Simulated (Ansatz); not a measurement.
**CH3NO2Si: how energies converge with the basis set**

Aim: see how fast density functionals converge with the basis set for CH3NO2Si.

Method: one geometry, several basis sets; program: Ansatz 0.2.0, Gaussian basis.

Plan: PBE0-D4/def2-SVP; ωB97M-V/def2-SVP; PBE0-D4/def2-QZVPP; ωB97M-V/def2-QZVPP; the functionals' def2-TZVPP values are taken from earlier runs.

**1. The relaxed structure**

All runs share one geometry, relaxed beforehand with PBE0-D4 in a triple-zeta def2 set.

8 atoms, charge 0, spin multiplicity 1.

Atoms are counted from 1 here; the program's logs count them from 0.

Bond lengths: O1–C2 1.316 Å, O1–H6 0.966 Å, C2–N3 1.291 Å, C2–O5 1.355 Å, N3–Si4 1.744 Å, Si4–O5 1.733 Å, Si4–H7 1.479 Å, Si4–H8 1.479 Å. Angles: C2–O1–H6 106.7°, O1–C2–N3 129.0°, O1–C2–O5 115.5°, N3–C2–O5 115.6°, C2–N3–Si4 82.8°, N3–Si4–O5 80.2°, N3–Si4–H7 118.4°, N3–Si4–H8 118.3°, O5–Si4–H7 112.1°, O5–Si4–H8 112.1°, H7–Si4–H8 111.7° and more.

**2. PBE0-D4 in def2-SVP**

Contents of in.yaml:

```yaml
crystal:
  periodic: [false, false, false]
  atoms:
    - {symbol: O, position_ang: [-0.371034, 2.020019, 0.302287]}
    - {symbol: C, position_ang: [-0.150546, 0.742172, 0.078121]}
    - {symbol: N, position_ang: [-0.602036, -0.004451, -0.872915]}
    - {symbol: Si, position_ang: [0.336302, -1.229099, -0.060303]}
    - {symbol: O, position_ang: [0.662709, 0.125928, 0.968991]}
    - {symbol: H, position_ang: [-0.959210, 2.328255, -0.399631]}
    - {symbol: H, position_ang: [1.558582, -1.732087, -0.723083]}
    - {symbol: H, position_ang: [-0.382667, -2.307939, 0.650633]}
basis:
  gaussian: {orbitals: def2-SVP}
hamiltonian: {xc: pbe0, dispersion: d4}
output: {orbitals: {seedname: orbitals}}
```

Run with:

```bash
ansatz run in.yaml --threads 2 --pin off --events-out ev --progress --plain --max-ram 4352MiB
```

After this run come: ωB97M-V in def2-SVP; PBE0-D4 in def2-QZVPP; ωB97M-V in def2-QZVPP.

**Question.** What will the summary of the whole plan be? Wanted: PBE0-D4: double and triple zeta above quadruple; ωB97M-V: double and triple zeta above quadruple.

The runs gave:

```
                                       quantity           value
PBE0-D4: double and triple zeta above quadruple  11.52, 0.65 eV
ωB97M-V: double and triple zeta above quadruple  11.68, 0.60 eV
```

In words: For PBE0-D4 the step from double to triple zeta gains 10.88 eV and the next only 0.65 eV. Total energies overstate the basis error of differences, where much of it tends to cancel. The LUMO of ωB97M-V is positive and keeps falling with the basis (1.94 to 0.98 eV): an unbound level that the basis holds in place.
